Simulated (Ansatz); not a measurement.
# MgO2: the cost of one run

Method: DFT PBEsol, scalar-relativistic, plane waves, PAW, in Ansatz 0.2.0.

### 1 Starting point

Symmetry: Pa-3, No. 205, cubic system. Conventional cell: a = 4.829 Å, b = 4.829 Å, c = 4.829 Å, α = 90.00°, β = 90.00°, γ = 90.00°. Around Mg (site symmetry -3) lie 6 O at 2.07 Å. O (site symmetry 3) is surrounded by 1 O at 1.50 Å and 3 Mg at 2.07 Å.

Coordinates:

```
CELL_PARAMETERS angstrom
4.82861 0.00000 0.00000
0.00000 4.82861 0.00000
0.00000 0.00000 4.82861
ATOMIC_POSITIONS crystal
Mg 0.00000 0.50000 0.50000
Mg 0.50000 0.50000 0.00000
Mg 0.50000 0.00000 0.50000
Mg 0.00000 0.00000 0.00000
O 0.41058 0.08942 0.91058
O 0.08942 0.91058 0.41058
O 0.91058 0.41058 0.08942
O 0.58942 0.58942 0.58942
O 0.41058 0.41058 0.41058
O 0.08942 0.58942 0.91058
O 0.91058 0.08942 0.58942
O 0.58942 0.91058 0.08942
```

Source of the structure: the Materials Project (structure only).

(A quick probe on a coarse mesh, which set the mesh and smearing, is not shown.)

### 3 Relaxing cell and atoms

Contents of input.yaml:

```yaml
crystal:
  lattice:
    - [4.82861247, 0.0, 0.0]
    - [0.0, 4.82861247, 0.0]
    - [0.0, 0.0, 4.82861247]
  atoms:
    - { symbol: Mg, position: [0.0, 0.5, 0.5] }
    - { symbol: Mg, position: [0.5, 0.5, 0.0] }
    - { symbol: Mg, position: [0.5, 0.0, 0.5] }
    - { symbol: Mg, position: [0.0, 0.0, 0.0] }
    - { symbol: O, position: [0.41057556, 0.08942444, 0.91057556] }
    - { symbol: O, position: [0.08942444, 0.91057556, 0.41057556] }
    - { symbol: O, position: [0.91057556, 0.41057556, 0.08942444] }
    - { symbol: O, position: [0.58942444, 0.58942444, 0.58942444] }
    - { symbol: O, position: [0.41057556, 0.41057556, 0.41057556] }
    - { symbol: O, position: [0.08942444, 0.58942444, 0.91057556] }
    - { symbol: O, position: [0.91057556, 0.08942444, 0.58942444] }
    - { symbol: O, position: [0.58942444, 0.91057556, 0.08942444] }
basis:
  ecutwfc: 420
kpoints:
  mp_grid: { grid: [6, 6, 6] }
hamiltonian:
  xc: pbesol
scf:
  occupations: { method: gaussian, width: 0.02 }
output:
  forces: true
  stress: true
  eigenvalues: true
relax:
  adjacent_minimum: "off"
  f_tol: 0.005
  max_steps: 80
  cell: { stress_tol: 0.05 }
```

On the command line:

```bash
$ ansatz run input.yaml --threads 4 --pin off --max-ram 10240MiB --backend cpu --events-out ev --progress --plain --runs-dir out
```

**Question.** How long does this run take on 4 threads of Intel Xeon Platinum 8259CL at 2.50GHz (Skylake/Cascade Lake), shared host, and how much memory does it need?

About 17 s, with a peak of 0.58 GiB.
